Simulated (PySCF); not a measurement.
# F6Re ([ReF6]-): the cost of one run

Programs: PySCF 2.14.0, with routines of our own; each step states its level. All values are computed. Atoms count from 0.

## 1. The system as given

7 atoms, charge -1, states of the metal's open shell are computed; geometry from: model geometry, bond lengths from ionic radii.

## 2. Ligand-field states: state-averaged CASSCF

What the job is given:

```
{"job": {"kind": "lf", "basis": {"metal": "x2c-TZVPall", "ligand": "x2c-SVPall"}, "nevpt": true}, "charge": -1, "metal": "Re", "open_shell": "d2"}
Re     0.000000     0.000000     0.000000
F      1.329361    -0.767507     1.085419
F      0.000000     1.535013     1.085419
F     -1.329361    -0.767507     1.085419
F      1.329361     0.767507    -1.085419
F     -1.329361     0.767507    -1.085419
F     -0.000000    -1.535013    -1.085419
```

Level: state-averaged CASSCF of the metal d shell, SC-NEVPT2 on the averaged canonical orbitals, state-interaction spin-orbit coupling.

Command:

```
$ OMP_NUM_THREADS=1 python lf_run.py task.json out
```

The driver reads the jobs from task.json and runs them one after another.

**Question.** How long does this first job take on 1 thread of Arm Neoverse V1, shared host, and how much memory does it need?

About 21 s, with a peak of 0.44 GiB.
